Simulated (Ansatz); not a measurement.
Born–Oppenheimer molecular dynamics of a periodic cell of 28 atoms, Sr₂CuI₂O₂ (host Sr2CuI2O2, host structure I4/mmm). It goes on from the last frame of an earlier run, with new velocities.

These are results of DFT PBEsol, scalar-relativistic, plane waves, PAW in Ansatz 0.2.0, not measurements. Settings: accuracy low, cutoff 420 eV, k mesh 2x2x2, fermi-dirac smearing 0.05 eV, no spin polarisation.

| Item | Value |
| --- | --- |
| ensemble | NVT, Langevin thermostat |
| time step | 1.5 fs |
| steps asked | 120 |
| set temperature | 1120 K |
| friction | 0.01 /fs |
| seed | 475597 |

Frames 3 fs apart, positions in Å, forces in eV/Å.

Velocities at 90 fs (Å/ps):

```
Sr 0.02 -0.59 0.92
Sr -2.48 -3.98 4.05
Cu 2.08 -5.55 -0.79
I 3.93 -2.74 1.03
I -0.18 -1.68 0.35
O -2.02 -9.51 -5.04
O -3.04 -2.30 -5.43
Sr 0.44 0.58 -3.97
Sr -0.05 -1.21 -1.49
Cu -5.18 -2.84 -5.49
I -1.68 -1.45 1.38
I 1.89 0.10 1.47
O -5.89 -10.08 -0.64
O -3.82 10.23 -5.41
Sr 3.00 2.32 0.82
Sr -3.45 -0.96 -2.54
Cu 5.67 2.60 2.83
I 2.51 4.10 -1.93
I 3.28 -0.33 3.70
O 4.89 -5.37 7.96
O 0.60 -7.20 5.30
Sr -1.82 -1.34 -1.86
Sr -3.44 4.10 1.91
Cu -1.62 5.16 0.42
I 0.18 -5.68 -2.25
I 0.16 -2.96 -2.05
O -5.94 7.36 1.32
O -9.64 -3.01 7.43
```

```xyz
28
Lattice="0.0000 0.0000 -20.6842 -4.0592 4.0592 0.0000 4.0592 4.0592 -20.6842" Properties=species:S:1:pos:R:3:forces:R:3 time_fs=90 energy_less_start_eV=1.194 T=792
Sr -2.100 2.084 -1.667 1.17 -0.25 -0.06
Sr -2.172 2.045 -19.018 0.67 -0.49 0.56
Cu -1.989 1.825 -10.478 -0.56 0.65 0.02
I -1.979 1.756 -7.075 -0.42 0.22 0.29
I -1.900 2.204 -13.736 -0.59 -1.01 -0.12
O -0.089 1.832 -10.428 -0.28 -0.06 0.26
O -1.838 4.174 -10.556 -0.05 0.23 0.21
Sr 0.160 3.974 -12.302 -0.38 0.26 0.70
Sr -0.211 3.834 -29.380 0.72 0.28 -0.72
Cu -0.171 4.128 -20.739 0.57 -0.66 0.21
I 0.023 3.885 -17.360 -0.69 0.53 0.08
I 0.127 4.184 -24.028 -0.42 -0.30 -0.04
O 2.142 3.842 -20.455 0.44 0.66 -0.72
O 0.250 6.061 -20.758 -1.15 -1.33 0.16
Sr -0.069 -0.056 -11.933 0.98 0.53 -1.41
Sr 0.014 0.049 -8.690 0.51 -0.74 -0.03
Cu 0.026 -0.224 0.072 -1.52 1.84 -0.14
I -0.364 0.027 -17.192 0.79 -0.23 -0.15
I 0.022 -0.004 -3.183 -0.31 0.06 -0.47
O -2.190 4.035 -20.513 0.96 0.27 -0.40
O 0.031 2.129 -20.855 -0.86 -0.15 0.57
Sr 1.885 2.005 -22.294 0.50 0.39 -0.08
Sr 1.912 2.002 -19.006 -0.13 -0.37 0.47
Cu 2.231 2.094 -10.620 -0.58 -1.38 0.74
I 2.298 1.751 -27.454 -0.52 0.34 -0.23
I 1.976 1.713 -14.069 0.18 0.74 0.51
O 0.160 6.323 -31.125 -0.34 -0.54 0.39
O 1.625 3.884 -30.981 1.31 0.50 -0.60
28
Lattice="0.0000 0.0000 -20.6842 -4.0592 4.0592 0.0000 4.0592 4.0592 -20.6842" Properties=species:S:1:pos:R:3:forces:R:3 time_fs=93 energy_less_start_eV=1.368 T=738
Sr -2.102 2.082 -1.665 1.17 -0.29 0.00
Sr -2.179 2.033 -19.005 0.59 -0.47 0.43
Cu -1.981 1.809 -10.480 -0.85 0.73 0.03
I -1.967 1.748 -7.072 -0.47 0.24 0.30
I -1.900 2.200 -13.734 -0.59 -1.03 -0.13
O -0.094 1.806 -10.444 -0.20 0.11 0.37
O -1.843 4.171 -10.572 0.04 0.32 0.24
Sr 0.160 3.975 -12.314 -0.39 0.26 0.72
Sr -0.212 3.831 -29.384 0.61 0.27 -0.68
Cu -0.187 4.119 -20.756 0.67 -0.52 0.30
I 0.018 3.881 -17.358 -0.70 0.56 0.12
I 0.134 4.184 -24.025 -0.44 -0.31 -0.04
O 2.128 3.817 -20.458 0.54 0.86 -0.78
O 0.233 6.085 -20.775 -1.01 -1.62 0.23
Sr -0.059 -0.049 -11.930 1.01 0.44 -1.59
Sr 0.004 0.046 -8.697 0.57 -0.78 0.03
Cu 0.042 -0.215 0.080 -1.78 1.94 -0.15
I -0.356 0.040 -17.199 0.77 -0.27 -0.12
I 0.033 -0.004 -3.172 -0.36 0.05 -0.53
O -2.176 4.024 -20.486 0.93 0.32 -0.46
O 0.027 2.114 -20.834 -0.83 -0.26 0.47
Sr 1.879 2.002 -22.299 0.55 0.46 0.04
Sr 1.905 2.014 -18.999 -0.07 -0.48 0.47
Cu 2.224 2.110 -10.617 -0.58 -1.58 0.73
I 2.299 1.734 -27.462 -0.53 0.37 -0.20
I 1.975 1.703 -14.076 0.18 0.77 0.50
O 0.144 6.345 -31.119 -0.21 -0.68 0.41
O 1.597 3.877 -30.961 1.38 0.59 -0.70
28
Lattice="0.0000 0.0000 -20.6842 -4.0592 4.0592 0.0000 4.0592 4.0592 -20.6842" Properties=species:S:1:pos:R:3:forces:R:3 time_fs=96 energy_less_start_eV=1.505 T=748
Sr -2.104 2.078 -1.663 1.15 -0.30 0.08
Sr -2.185 2.022 -18.991 0.50 -0.42 0.29
Cu -1.973 1.794 -10.480 -1.03 0.77 0.03
I -1.956 1.741 -7.070 -0.51 0.25 0.31
I -1.900 2.198 -13.730 -0.60 -1.05 -0.15
O -0.091 1.790 -10.454 -0.13 0.24 0.45
O -1.838 4.167 -10.583 0.07 0.41 0.26
Sr 0.158 3.974 -12.325 -0.38 0.28 0.73
Sr -0.215 3.830 -29.387 0.58 0.26 -0.67
Cu -0.197 4.108 -20.774 0.72 -0.40 0.39
I 0.014 3.877 -17.358 -0.70 0.59 0.17
I 0.141 4.182 -24.022 -0.47 -0.32 -0.05
O 2.119 3.794 -20.459 0.55 1.05 -0.86
O 0.212 6.105 -20.793 -0.86 -1.79 0.28
Sr -0.045 -0.041 -11.929 1.00 0.34 -1.73
Sr -0.002 0.043 -8.704 0.61 -0.81 0.10
Cu 0.050 -0.201 0.083 -1.83 1.92 -0.12
I -0.347 0.051 -17.210 0.75 -0.31 -0.08
I 0.044 -0.003 -3.158 -0.41 0.04 -0.59
O -2.162 4.015 -20.457 0.79 0.36 -0.55
O 0.015 2.106 -20.804 -0.74 -0.38 0.31
Sr 1.871 2.002 -22.303 0.59 0.50 0.18
Sr 1.900 2.021 -18.994 -0.02 -0.58 0.51
Cu 2.212 2.122 -10.614 -0.53 -1.74 0.70
I 2.299 1.716 -27.468 -0.53 0.41 -0.17
I 1.972 1.694 -14.082 0.19 0.79 0.48
O 0.130 6.370 -31.113 -0.14 -0.81 0.42
O 1.579 3.874 -30.956 1.39 0.68 -0.73
28
Lattice="0.0000 0.0000 -20.6842 -4.0592 4.0592 0.0000 4.0592 4.0592 -20.6842" Properties=species:S:1:pos:R:3:forces:R:3 time_fs=99 energy_less_start_eV=1.578 T=757
Sr -2.105 2.071 -1.662 1.10 -0.28 0.20
Sr -2.192 2.010 -18.975 0.42 -0.35 0.15
Cu -1.966 1.782 -10.484 -1.08 0.79 0.02
I -1.946 1.735 -7.070 -0.54 0.24 0.32
I -1.900 2.196 -13.723 -0.63 -1.10 -0.18
O -0.083 1.782 -10.464 -0.10 0.36 0.51
O -1.836 4.171 -10.596 0.11 0.47 0.30
Sr 0.153 3.970 -12.336 -0.34 0.31 0.75
Sr -0.220 3.831 -29.387 0.60 0.24 -0.74
Cu -0.202 4.094 -20.791 0.74 -0.29 0.49
I 0.010 3.873 -17.359 -0.70 0.61 0.22
I 0.149 4.180 -24.019 -0.50 -0.32 -0.07
O 2.111 3.776 -20.453 0.52 1.24 -0.98
O 0.190 6.119 -20.809 -0.72 -1.80 0.32
Sr -0.029 -0.035 -11.931 0.96 0.26 -1.81
Sr -0.007 0.039 -8.715 0.64 -0.79 0.18
Cu 0.052 -0.183 0.087 -1.72 1.77 -0.09
I -0.338 0.062 -17.221 0.73 -0.36 -0.03
I 0.057 -0.001 -3.143 -0.46 0.03 -0.65
O -2.145 4.005 -20.435 0.56 0.39 -0.63
O 0.002 2.093 -20.771 -0.63 -0.49 0.14
Sr 1.866 2.005 -22.304 0.64 0.51 0.32
Sr 1.897 2.026 -18.989 0.03 -0.69 0.56
Cu 2.203 2.130 -10.608 -0.51 -1.80 0.66
I 2.299 1.697 -27.475 -0.55 0.46 -0.13
I 1.966 1.681 -14.087 0.20 0.82 0.46
O 0.119 6.394 -31.099 -0.14 -0.92 0.38
O 1.571 3.879 -30.966 1.35 0.69 -0.68
28
Lattice="0.0000 0.0000 -20.6842 -4.0592 4.0592 0.0000 4.0592 4.0592 -20.6842" Properties=species:S:1:pos:R:3:forces:R:3 time_fs=102 energy_less_start_eV=1.579 T=775
Sr -2.101 2.066 -1.658 1.01 -0.26 0.32
Sr -2.197 1.996 -18.965 0.35 -0.26 0.03
Cu -1.960 1.771 -10.487 -1.06 0.79 0.00
I -1.940 1.731 -7.071 -0.55 0.24 0.32
I -1.901 2.194 -13.717 -0.66 -1.17 -0.22
O -0.072 1.783 -10.472 -0.10 0.47 0.55
O -1.841 4.190 -10.612 0.21 0.48 0.36
Sr 0.145 3.965 -12.346 -0.28 0.34 0.77
Sr -0.223 3.834 -29.386 0.65 0.22 -0.85
Cu -0.207 4.080 -20.804 0.78 -0.19 0.55
I 0.004 3.869 -17.361 -0.69 0.63 0.27
I 0.159 4.178 -24.015 -0.52 -0.32 -0.08
O 2.112 3.764 -20.455 0.39 1.35 -1.01
O 0.163 6.127 -20.822 -0.56 -1.69 0.34
Sr -0.013 -0.028 -11.937 0.89 0.21 -1.84
Sr -0.009 0.035 -8.724 0.66 -0.73 0.25
Cu 0.046 -0.163 0.091 -1.44 1.52 -0.09
I -0.328 0.074 -17.234 0.71 -0.41 0.01
I 0.068 0.001 -3.127 -0.49 0.01 -0.70
O -2.122 3.989 -20.422 0.19 0.43 -0.67
O -0.012 2.074 -20.738 -0.49 -0.55 0.00
Sr 1.865 2.011 -22.305 0.69 0.49 0.43
Sr 1.896 2.031 -18.984 0.08 -0.78 0.55
Cu 2.194 2.136 -10.604 -0.51 -1.80 0.62
I 2.301 1.681 -27.481 -0.56 0.50 -0.09
I 1.961 1.665 -14.092 0.21 0.87 0.42
O 0.110 6.418 -31.087 -0.14 -1.03 0.33
O 1.576 3.890 -30.982 1.23 0.64 -0.60
28
Lattice="0.0000 0.0000 -20.6842 -4.0592 4.0592 0.0000 4.0592 4.0592 -20.6842" Properties=species:S:1:pos:R:3:forces:R:3 time_fs=105 energy_less_start_eV=1.542 T=777
Sr -2.098 2.062 -1.656 0.91 -0.25 0.43
Sr -2.199 1.982 -18.959 0.29 -0.17 -0.08
Cu -1.955 1.762 -10.488 -1.08 0.82 -0.02
I -1.934 1.727 -7.070 -0.56 0.25 0.32
I -1.902 2.192 -13.710 -0.69 -1.24 -0.26
O -0.069 1.796 -10.484 -0.03 0.51 0.57
O -1.851 4.214 -10.630 0.32 0.46 0.43
Sr 0.136 3.961 -12.355 -0.20 0.37 0.80
Sr -0.221 3.837 -29.386 0.67 0.21 -0.94
Cu -0.215 4.068 -20.811 0.88 -0.13 0.58
I 0.001 3.867 -17.361 -0.69 0.64 0.31
I 0.166 4.177 -24.012 -0.54 -0.32 -0.09
O 2.117 3.762 -20.468 0.21 1.35 -0.93
O 0.136 6.129 -20.831 -0.41 -1.48 0.37
Sr 0.004 -0.019 -11.947 0.81 0.13 -1.77
Sr -0.013 0.036 -8.735 0.68 -0.67 0.32
Cu 0.037 -0.141 0.097 -1.11 1.22 -0.12
I -0.319 0.083 -17.249 0.71 -0.46 0.07
I 0.077 0.003 -3.112 -0.51 0.01 -0.75
O -2.095 3.972 -20.413 -0.24 0.48 -0.68
O -0.027 2.049 -20.698 -0.34 -0.56 -0.13
Sr 1.866 2.020 -22.302 0.73 0.46 0.51
Sr 1.897 2.036 -18.976 0.13 -0.82 0.46
Cu 2.185 2.139 -10.601 -0.51 -1.68 0.59
I 2.306 1.667 -27.485 -0.59 0.54 -0.06
I 1.956 1.647 -14.098 0.21 0.93 0.37
O 0.104 6.443 -31.070 -0.17 -1.11 0.21
O 1.584 3.906 -31.000 1.13 0.49 -0.52
28
Lattice="0.0000 0.0000 -20.6842 -4.0592 4.0592 0.0000 4.0592 4.0592 -20.6842" Properties=species:S:1:pos:R:3:forces:R:3 time_fs=108 energy_less_start_eV=1.474 T=855
Sr -2.092 2.058 -1.653 0.81 -0.25 0.55
Sr -2.201 1.967 -18.951 0.24 -0.08 -0.18
Cu -1.953 1.756 -10.489 -1.08 0.88 -0.05
I -1.927 1.723 -7.067 -0.57 0.25 0.31
I -1.904 2.191 -13.705 -0.71 -1.30 -0.30
O -0.069 1.809 -10.498 0.05 0.56 0.58
O -1.857 4.240 -10.644 0.38 0.40 0.47
Sr 0.126 3.961 -12.361 -0.12 0.38 0.82
Sr -0.219 3.838 -29.390 0.69 0.22 -0.99
Cu -0.221 4.059 -20.823 0.99 -0.10 0.61
I -0.001 3.865 -17.361 -0.69 0.64 0.36
I 0.172 4.176 -24.011 -0.56 -0.33 -0.08
O 2.126 3.766 -20.491 -0.03 1.27 -0.79
O 0.111 6.120 -20.835 -0.27 -1.17 0.39
Sr 0.023 -0.011 -11.960 0.69 0.04 -1.63
Sr -0.015 0.038 -8.745 0.69 -0.60 0.40
Cu 0.026 -0.121 0.102 -0.77 0.86 -0.16
I -0.309 0.089 -17.264 0.70 -0.51 0.14
I 0.085 0.005 -3.097 -0.51 0.00 -0.78
O -2.068 3.956 -20.400 -0.65 0.49 -0.68
O -0.041 2.008 -20.655 -0.19 -0.45 -0.27
Sr 1.869 2.026 -22.296 0.75 0.41 0.55
Sr 1.897 2.042 -18.969 0.19 -0.83 0.34
Cu 2.175 2.139 -10.598 -0.47 -1.43 0.56
I 2.310 1.653 -27.486 -0.60 0.57 -0.05
I 1.951 1.628 -14.101 0.22 1.01 0.32
O 0.102 6.458 -31.051 -0.21 -1.13 0.03
O 1.598 3.928 -31.017 1.01 0.21 -0.45
28
Lattice="0.0000 0.0000 -20.6842 -4.0592 4.0592 0.0000 4.0592 4.0592 -20.6842" Properties=species:S:1:pos:R:3:forces:R:3 time_fs=111 energy_less_start_eV=1.435 T=905
Sr -2.083 2.057 -1.650 0.67 -0.28 0.65
Sr -2.202 1.954 -18.943 0.19 0.02 -0.28
Cu -1.953 1.748 -10.485 -0.98 0.96 -0.10
I -1.917 1.718 -7.064 -0.58 0.25 0.30
I -1.909 2.190 -13.698 -0.71 -1.36 -0.34
O -0.061 1.816 -10.513 0.02 0.66 0.62
O -1.865 4.273 -10.661 0.45 0.21 0.52
Sr 0.115 3.959 -12.364 -0.05 0.40 0.84
Sr -0.220 3.841 -29.393 0.75 0.24 -1.07
Cu -0.228 4.052 -20.834 1.12 -0.04 0.61
I -0.002 3.866 -17.365 -0.69 0.64 0.40
I 0.179 4.174 -24.011 -0.57 -0.32 -0.07
O 2.141 3.772 -20.525 -0.33 1.15 -0.59
O 0.086 6.101 -20.833 -0.12 -0.83 0.39
Sr 0.040 -0.006 -11.972 0.57 -0.08 -1.48
Sr -0.015 0.038 -8.758 0.69 -0.54 0.46
Cu 0.014 -0.101 0.104 -0.44 0.44 -0.20
I -0.297 0.094 -17.282 0.70 -0.55 0.21
I 0.092 0.007 -3.080 -0.51 -0.01 -0.82
O -2.044 3.942 -20.386 -1.01 0.47 -0.69
O -0.059 1.961 -20.612 -0.04 -0.26 -0.39
Sr 1.873 2.034 -22.289 0.78 0.35 0.55
Sr 1.897 2.047 -18.963 0.25 -0.82 0.21
Cu 2.163 2.138 -10.597 -0.42 -1.18 0.54
I 2.313 1.640 -27.486 -0.61 0.60 -0.04
I 1.946 1.613 -14.105 0.23 1.07 0.26
O 0.098 6.460 -31.031 -0.22 -1.11 -0.15
O 1.621 3.947 -31.041 0.84 -0.08 -0.34
```

Of the whole run (180 fs, mean temperature of the second half 900 K): The mean temperature of the second half is 20 % below the set value. A run of 0.18 ps of so small a system gives no equilibrium averages. Limits of this set-up: coarse k mesh, low accuracy level.

Time of the run: 30 min on 4 threads of Intel(R) Xeon(R) Platinum 8488C (Sapphire Rapids), with other jobs on the host, peak memory 3.5 GiB.
